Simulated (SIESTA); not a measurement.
Cu, 6 atoms in the cell. The cell holds a slab with vacuum, 6 atoms: a = 2.556 Å, b = 2.556 Å, c = 25.436 Å, α = 90.00°, β = 90.00°, γ = 120.00°. 

| Quantity | Value |
| --- | --- |
| Program | SIESTA 5.4.2 |
| Task | single point |
| Functional | PBE |
| Potentials or basis | PseudoDojo 0.4 standard (PBE files) |
| Basis | DZP (energy shift 0.003 Ry; two zetas on semicore shells) |
| Grid cutoff | 800 Ry |
| Energy shift | 0.003 Ry |
| k mesh | 12 × 12 × 1 |
| Occupations | fermi-dirac, width 0.05 eV |
| Spin | no spin polarisation |
| dipole correction | yes |

Potentials or basis: PseudoDojo 0.4 standard (PBE files), DZP (energy shift 0.003 Ry; two zetas on semicore shells).

Run with:

```console
$ siesta Cu.fdf > Cu.out 2>&1
```

Hardware: 1 thread of Intel(R) Xeon(R) Platinum 8488C (Sapphire Rapids), with other jobs on the host.

How long does it take, and how much memory?

Run time: 2.6 min on 1 thread of Intel(R) Xeon(R) Platinum 8488C (Sapphire Rapids), on a shared host, peak memory 0.5 GiB. Counts: scf iterations 19, k points 79, bands 138.
